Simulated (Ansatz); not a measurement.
# KMgF3 (cubic perovskite): the cost of one run

Computed with Ansatz 0.2.0 (DFT PBE, scalar-relativistic, plane waves, PAW, unless a step's input says otherwise).

### 1 The starting structure

It takes space group Pm-3m (No. 221, cubic). The conventional cell has a = 3.979 Å, b = 3.979 Å, c = 3.979 Å, α = 90.00°, β = 90.00°, γ = 90.00°. K (site symmetry m-3m) is surrounded by 12 F at 2.81 Å. Mg (site symmetry m-3m) is surrounded by 6 F at 1.99 Å. Around F (site symmetry 4/mmm) lie 2 Mg at 1.99 Å and 4 K at 2.81 Å.

Coordinates:

```
CELL_PARAMETERS angstrom
3.97911 0.00000 0.00000
0.00000 3.97911 0.00000
0.00000 0.00000 3.97911
ATOMIC_POSITIONS crystal
K 0.50000 0.50000 0.50000
Mg 0.00000 0.00000 0.00000
F 0.50000 0.00000 0.00000
F 0.00000 0.50000 0.00000
F 0.00000 0.00000 0.50000
```

### 2 Elastic constants: KMgF3 (cubic perovskite), no spin, volume × 0.98

input.yaml reads:

```yaml
crystal:
  lattice:
    - [3.9791132838, 0.0, 0.0]
    - [0.0, 3.9791132838, 0.0]
    - [0.0, 0.0, 3.9791132838]
  atoms:
    - { symbol: K, position: [0.5, 0.5, 0.5] }
    - { symbol: Mg, position: [0.0, 0.0, 0.0] }
    - { symbol: F, position: [0.5, 0.0, 0.0] }
    - { symbol: F, position: [0.0, 0.5, 0.0] }
    - { symbol: F, position: [0.0, 0.0, 0.5] }
scf:
  occupations: { method: fixed }
output:
  forces: true
  stress: true
  eigenvalues: true
hamiltonian:
  xc: pbe
basis:
  ecutwfc: 560
kpoints:
  mp_grid: { grid: [6, 6, 6] }
elastic: {}
```

On the command line:

```
ansatz run input.yaml --threads 2 --pin off --max-ram 6144MiB --backend cpu --events-out ev --progress --plain --runs-dir out
```

Q: Estimate wall time and peak memory on 2 threads of Intel Xeon Platinum 8259CL at 2.50GHz (Skylake/Cascade Lake), shared host.

About 25 s, with a peak of 0.48 GiB.
